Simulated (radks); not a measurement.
# Ionisation of Re²⁺: one atom, several choices of relativity

Aim: the ionisation energy of Re²⁺ ([Xe] 4f14 5d5) to Re³⁺ ([Xe] 4f14 5d4) for each choice of relativity, and which comes nearest the tabulated value.

The numbers are computed with radks (a radial shooting solver on a logarithmic mesh, Libxc functionals) version 1 (Kohn-Sham, PBEsol, spin-unpolarised, spherical densities), except any that are marked as measured or tabulated.

## (1) What is computed

- element: rhenium (Z = 75)
- charge: +2
- electrons: 73
- configuration: [Xe] 4f14 5d5
- ion: Re³⁺, [Xe] 4f14 5d4
- choices: non-relativistic; scalar-relativistic; Dirac, 2j+1 shares; Dirac, low j first; scalar-relativistic, finite nucleus; Dirac, 2j+1 shares, finite nucleus; Dirac, c × 2; Dirac, c × 3; Dirac, c × 0.75

## (2) non-relativistic: Re²⁺

Settings of this run:

```text
Z 75
configuration [Xe] 4f14 5d5 6s0 6p0
relativity non-relativistic
functional pbe_sol,pbe_sol
spin unpolarised
nucleus point
```

## (3) non-relativistic: Re³⁺

Settings of this run:

```text
Z 75
configuration [Xe] 4f14 5d4
relativity non-relativistic
functional pbe_sol,pbe_sol
spin unpolarised
nucleus point
```

## (4) scalar-relativistic: Re²⁺

Settings of this run:

```text
Z 75
configuration [Xe] 4f14 5d5 6s0 6p0
relativity scalar-relativistic
functional pbe_sol,pbe_sol
spin unpolarised
nucleus point
c 137.035999084
```

## (5) scalar-relativistic: Re³⁺

Settings of this run:

```text
Z 75
configuration [Xe] 4f14 5d4
relativity scalar-relativistic
functional pbe_sol,pbe_sol
spin unpolarised
nucleus point
c 137.035999084
```

## (6) Dirac, 2j+1 shares: Re²⁺

Settings of this run:

```text
Z 75
configuration [Xe] 4f14 5d5 6s0 6p0
relativity Dirac
functional pbe_sol,pbe_sol
spin unpolarised
j_filling average
nucleus point
c 137.035999084
```

## (7) Dirac, 2j+1 shares: Re³⁺

Settings, as their differences from step 6:

```diff
@@ -1,3 +1,3 @@
 Z 75
-configuration [Xe] 4f14 5d5 6s0 6p0
+configuration [Xe] 4f14 5d4
 relativity Dirac
```

## (8) Dirac, low j first: Re²⁺

Settings of this run:

```text
Z 75
configuration [Xe] 4f14 5d5 6s0 6p0
relativity Dirac
functional pbe_sol,pbe_sol
spin unpolarised
j_filling energy
nucleus point
c 137.035999084
```

## (9) Dirac, low j first: Re³⁺

Settings, as their differences from step 8:

```diff
@@ -1,3 +1,3 @@
 Z 75
-configuration [Xe] 4f14 5d5 6s0 6p0
+configuration [Xe] 4f14 5d4
 relativity Dirac
```

## (10) scalar-relativistic, finite nucleus: Re²⁺

Settings of this run:

```text
Z 75
configuration [Xe] 4f14 5d5 6s0 6p0
relativity scalar-relativistic
functional pbe_sol,pbe_sol
spin unpolarised
nucleus finite rms 5.3698 fm
c 137.035999084
```

## (11) scalar-relativistic, finite nucleus: Re³⁺

Settings, as their differences from step 10:

```diff
@@ -1,3 +1,3 @@
 Z 75
-configuration [Xe] 4f14 5d5 6s0 6p0
+configuration [Xe] 4f14 5d4
 relativity scalar-relativistic
```

## (12) Dirac, 2j+1 shares, finite nucleus: Re²⁺

Settings of this run:

```text
Z 75
configuration [Xe] 4f14 5d5 6s0 6p0
relativity Dirac
functional pbe_sol,pbe_sol
spin unpolarised
j_filling average
nucleus finite rms 5.3698 fm
c 137.035999084
```

## (13) Dirac, 2j+1 shares, finite nucleus: Re³⁺

Settings, as their differences from step 12:

```diff
@@ -1,3 +1,3 @@
 Z 75
-configuration [Xe] 4f14 5d5 6s0 6p0
+configuration [Xe] 4f14 5d4
 relativity Dirac
```

## (14) Dirac, c × 2: Re²⁺

Settings of this run:

```text
Z 75
configuration [Xe] 4f14 5d5 6s0 6p0
relativity Dirac
functional pbe_sol,pbe_sol
spin unpolarised
j_filling average
nucleus point
c 274.072
```

## (15) Dirac, c × 2: Re³⁺

Settings, as their differences from step 14:

```diff
@@ -1,3 +1,3 @@
 Z 75
-configuration [Xe] 4f14 5d5 6s0 6p0
+configuration [Xe] 4f14 5d4
 relativity Dirac
```

## (16) Dirac, c × 3: Re²⁺

Settings of this run:

```text
Z 75
configuration [Xe] 4f14 5d5 6s0 6p0
relativity Dirac
functional pbe_sol,pbe_sol
spin unpolarised
j_filling average
nucleus point
c 411.108
```

## (17) Dirac, c × 3: Re³⁺

Settings, as their differences from step 16:

```diff
@@ -1,3 +1,3 @@
 Z 75
-configuration [Xe] 4f14 5d5 6s0 6p0
+configuration [Xe] 4f14 5d4
 relativity Dirac
```

## (18) Dirac, c × 0.75: Re²⁺

Settings of this run:

```text
Z 75
configuration [Xe] 4f14 5d5 6s0 6p0
relativity Dirac
functional pbe_sol,pbe_sol
spin unpolarised
j_filling average
nucleus point
c 102.777
```

## (19) Dirac, c × 0.75: Re³⁺

Settings, as their differences from step 18:

```diff
@@ -1,3 +1,3 @@
 Z 75
-configuration [Xe] 4f14 5d5 6s0 6p0
+configuration [Xe] 4f14 5d4
 relativity Dirac
```

Before running it: what results should come out? Wanted: for each run, relativity; E(Re²⁺); Δ-SCF; −ε(HOMO); <r> HOMO; error.

The runs gave:

```csv
relativity,E(Re²⁺) (hartree),Δ-SCF (eV),−ε(HOMO) (eV),<r> HOMO (bohr),error (eV)
non-relativistic,-15783.1520,27.943,22.101,1.744,+0.94
scalar-relativistic,-16686.4406,27.158,21.447,1.778,+0.16
"Dirac, 2j+1 shares",-16711.9714,27.150,21.048,1.803,+0.15
"Dirac, low j first",-16712.0436,26.451,20.800,1.811,-0.55
"scalar-relativistic, finite nucleus",-16683.6497,27.159,21.447,1.778,+0.16
"Dirac, 2j+1 shares, finite nucleus",-16709.1534,27.151,21.048,1.803,+0.15
"Dirac, c × 2",-15988.6503,27.735,21.824,1.758,+0.73
"Dirac, c × 3",-15872.6688,27.850,21.977,1.751,+0.85
"Dirac, c × 0.75",-17726.2005,26.632,20.358,1.853,-0.37
```

In words: The NIST Atomic Spectra Database lists 27 +/- 1.6 eV (theoretical). The smallest miss is that of Dirac, 2j+1 shares (+0.15 eV), the largest that of non-relativistic (+0.94 eV). Runs with a scaled speed of light are not ranked. The ionisation energies span 1.49 eV, the total energies of Re²⁺ 52873 eV (scaled speeds of light included): most of the change in the total cancels in the difference. From the non-relativistic level to Dirac, 2j+1 shares, finite nucleus the 1s level goes from -65559 to -71523 eV and the ionisation energy moves by -0.79 eV. Levels marked c × scale the speed of light and are no model of nature. Spin polarisation and multiplet splitting of open shells are left out at every level.
